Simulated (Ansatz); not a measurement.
Here is an Ansatz 0.2.0 calculation.

input.yaml

```yaml
crystal:
  lattice:
    - [3.15644, 0.0, 0.0]
    - [0.0, 3.15644, 0.0]
    - [0.0, 0.0, 3.15644]
  atoms:
    - { symbol: Nb, position: [-0.008122, -0.004109, -0.015838] }
    - { symbol: Si, position: [0.492871, 0.513236, 0.487119] }
hamiltonian:
  xc: pbe
  pseudopotentials: { kind: paw }
kpoints:
  mp_grid: { grid: [8, 8, 8] }
scf:
  occupations: { method: fermi_dirac, width: 0.05 }
output:
  forces: true
  stress: true
  eigenvalues: true
```

Potentials or basis: Ansatz PAW.

Command:

```sh
$ ansatz run input.yaml --threads 2 --pin off --max-ram 5632MiB --backend cpu --events-out ev --progress --plain --runs-dir out
```

**Question.** Estimate the band gap on the k mesh.

**Answer.** None (metal or under the smearing width).

**Question.** Predict the largest force.

**Answer.** 0.296 eV/Å.

**Question.** Estimate the pressure.

**Answer.** 0.1 GPa.

Stress tensor (GPa, compression positive):
```
 0.32  0.02  0.00
 0.02 -0.31  0.07
 0.00  0.07  0.30
```
